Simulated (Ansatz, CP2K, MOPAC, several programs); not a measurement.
Energy against volume for CsPbBr3 built on the cubic perovskite prototype, at fixed shape and fractional coordinates, computed by several methods (PBE and r2SCAN, where shown, with plane waves in Ansatz); the cell shown is that of r2SCAN. The symmetry is Pm-3m (No. 221, cubic); conventional cell a = 5.943 Å, 41.98 Å³ an atom. Cs has 12 Br at 4.20 Å; Pb has 6 Br at 2.97 Å; Br has 2 Pb at 2.97 Å and 4 Cs at 4.20 Å. (Simulation; spin polarisation is off.) Energies count from each curve's lowest point; fits are third-order Birch-Murnaghan.

```cif
data_structure
_symmetry_space_group_name_H-M 'Pm-3m'
_symmetry_Int_Tables_number 221
_cell_length_a 5.9430
_cell_length_b 5.9430
_cell_length_c 5.9430
_cell_angle_alpha 90.000
_cell_angle_beta 90.000
_cell_angle_gamma 90.000
_cell_volume 209.90
loop_
_atom_site_label
_atom_site_type_symbol
_atom_site_symmetry_multiplicity
_atom_site_Wyckoff_symbol
_atom_site_fract_x
_atom_site_fract_y
_atom_site_fract_z
_atom_site_occupancy
Cs1 Cs 1 a 0.00000 0.00000 0.00000 1
Pb1 Pb 1 b 0.50000 0.50000 0.50000 1
Br1 Br 3 c 0.50000 0.50000 0.00000 1
```

PM7 (MOPAC), on the shape of the cell shown, as a cluster of 40 atoms at the zone centre:

| V (Å³/atom) | E (meV/atom) |
| --- | --- |
| 36.942 | 0.00 |
| 39.461 | 0.41 |
| 41.980 | 34.84 |
| 44.498 | 83.88 |
| 47.017 | 142.71 |

The lowest point is an end point, so the minimum isn't bracketed.

PBE/SZV (CP2K), on the shape of the cell shown:

| V (Å³/atom) | E (meV/atom) |
| --- | --- |
| 36.942 | 126.04 |
| 39.461 | 51.27 |
| 41.980 | 12.61 |
| 44.498 | 0.00 |
| 47.017 | 6.24 |

V₀ = 44.80 Å³ an atom and B₀ = 20 GPa.

Q: PBE/DZVP (CP2K), on the shape of the cell shown, gives
```csv
V (Å³/atom),E (meV/atom)
36.942,72.67
39.461,22.79
41.980,1.24
44.498,0.00
47.017,13.34
```
What equilibrium volume and bulk modulus follow?

A: V₀ = 43.39 Å³ an atom and B₀ = 18 GPa.

Q: PBE, on the shape of its own relaxed cell, gives
```tsv
V (Å³/atom)	E (meV/atom)
40.801	10.37
42.104	2.48
43.406	0.00
44.708	2.07
46.010	7.97
```
What equilibrium volume and bulk modulus follow?

A: V₀ = 43.43 Å³ an atom and B₀ = 19 GPa.

light PBE (260 eV, its own mesh), on the shape of the cell shown:
```tsv
V (Å³/atom)	E (meV/atom)
38.621	76.26
40.300	37.23
41.980	20.33
43.659	2.60
45.338	0.00
47.017	7.07
```
The points scatter about a smooth fit, as a low cutoff and a light mesh can make them, so no fit is quoted.
